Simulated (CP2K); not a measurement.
## NiMoIrPdW under changes of volume

One of the cells (14.609 Å³/atom); the others are scaled copies at fixed shape and fractional positions:

```
Ni Mo Pd Ir W
1.0
     2.76616    0.00000    0.00000
    -1.38308    2.39557    0.00000
     0.00000    0.00000   11.02292
Ni Mo Pd Ir W
1 1 1 1 1
Direct
  0.33333 0.66667 0.59712
  0.00000 0.00000 0.41074
  0.66667 0.33333 0.79520
  0.66667 0.33333 0.19960
  0.33333 0.66667 0.99734
```

The cell was built by a generator and needn't be a form met in nature.

| Item | Value |
| --- | --- |
| Program | CP2K 2026.2 |
| Functional | PBE |
| Potentials or basis | GTH_POTENTIALS Ni GTH-PBE-q18, Pd GTH-PBE-q18, Ir GTH-PBE-q17, W GTH-PBE-q14; POTENTIAL_UZH Mo GTH-PBE-q14; TZVP-MOLOPT-SR-GTH, TZVP-MOLOPT-PBE-GTH basis |
| Density cutoff | 8163 eV |
| k mesh | 11 × 11 × 3 |
| Occupations | fermi-dirac, width 0.05 eV |
| Spin | collinear spin, ferromagnetic start |
| Starting moments | [1.0, 1.0, 0.0, 0.6, 0.0] μB |

```csv
volume (Å³/atom),energy over the lowest point (meV/atom),pressure (GPa)
13.732,?,?
14.024,19.25,11.3
14.317,4.49,5.2
14.609,0.00,-0.2
14.901,5.01,-5.0
15.193,18.34,-9.4
15.485,39.09,-13.2
```

Problem. What does the run at 13.732 Å³/atom give?

Solution. Energy over the lowest point 45.53 meV/atom; pressure 18.0 GPa.

Worked out: A Birch-Murnaghan fit of order 3 (a polynomial in V^(-2/3)) to the other rows has its minimum at 14.59 Å³/atom with B0 = V·E''(V) = 257 GPa and B' = 4.5 at fixed shape and positions, which overstates the stiffness. It gives 45.67 meV/atom at 13.732 Å³/atom, against the run's 45.53, and -dE/dV = 17.9 GPa, against 18.0.

Energies are extrapolated to zero smearing.

Caveats: the basis of atomic orbitals isn't converged, which shifts pressures, moduli and gaps; the total moment is fixed, so each spin has its own Fermi level.
